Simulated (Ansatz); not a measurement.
# H5NSnTe: ladder of basis sets

All numbers are computed with Ansatz 0.2.0 through its Python package. The levels of theory stand in the script.

## Step 1: The system

Bond lengths: N1–Sn2 2.012 Å, Sn2–Te3 2.743 Å, N1–H4 1.095 Å, N1–H5 1.044 Å, Sn2–H6 1.758 Å, Sn2–H7 1.773 Å, Te3–H8 1.673 Å. Angles: N1–Sn2–Te3 107.5°, N1–Sn2–H6 110.5°, N1–Sn2–H7 110.3°, Te3–Sn2–H6 110.2°, Te3–Sn2–H7 109.4°, H6–Sn2–H7 108.8°, Sn2–N1–H4 103.9°, Sn2–N1–H5 110.8°, H4–N1–H5 103.2°, Sn2–Te3–H8 90.9°.

The script reads h5nsnte.xyz:

```xyz
8

N    -1.16470    0.32300   -0.87260
Sn    0.47690    0.43140    0.28570
Te    1.35530   -2.13220    0.71220
H    -1.39340    1.36840   -1.10300
H    -0.93250   -0.08150   -1.80620
H     0.10030    1.20690    1.81740
H     1.74610    1.36190   -0.53030
H    -0.09560   -2.53500    1.44110
```

## Step 2: The code

run_basis.py

```python
import ansatz as az

config = {
    "xc": "B3LYP",
}

molecule = az.Crystal.molecule_from_extxyz("h5nsnte.xyz")

job = molecule.calculation().functional(config["xc"])

energies = {}
for basis in ["def2-SVP", "def2-SVPD", "def2-TZVP", "def2-TZVPP"]:
    r = job.basis(gaussian=basis).run(threads=1).report
    size = r["n_frozen"] + r["n_occupied"][0] + r["n_virtual"][0]
    energies[basis] = (r["reference_energy_ev"] / 27.211386246, r["free_energy_ev"] / 27.211386246)
    print(f"{basis:14s} {size:4d} orbitals  reference {energies[basis][0]:14.6f} Ha  total {energies[basis][1]:14.6f} Ha")

last = energies["def2-TZVPP"][1]
for basis, (_, total) in energies.items():
    print(f"{basis:14s} lies {27.211386 * (total - last):9.4f} eV above def2-TZVPP")
```

## Step 3: The input behind the calls

The package turns the script's settings into the engine's input (first run):

```yaml
crystal:
  periodic: [false, false, false]
  atoms:
    - { symbol: "N", position_ang: [-1.1647, 0.323, -0.8726] }
    - { symbol: Sn, position_ang: [0.4769, 0.4314, 0.2857] }
    - { symbol: Te, position_ang: [1.3553, -2.1322, 0.7122] }
    - { symbol: H, position_ang: [-1.3934, 1.3684, -1.103] }
    - { symbol: H, position_ang: [-0.9325, -0.0815, -1.8062] }
    - { symbol: H, position_ang: [0.1003, 1.2069, 1.8174] }
    - { symbol: H, position_ang: [1.7461, 1.3619, -0.5303] }
    - { symbol: H, position_ang: [-0.0956, -2.535, 1.4411] }
basis:
  gaussian:
    orbitals: def2-SVP
hamiltonian:
  xc: b3lyp
```

## Step 4: Running it

Command:

```console
> python run_basis.py
```

**Question.** How long does this script take on 1 thread of Intel Xeon 6975P-C (Granite Rapids), shared host, and how much memory does it need?

About 11 s, with a peak of 0.42 GiB.
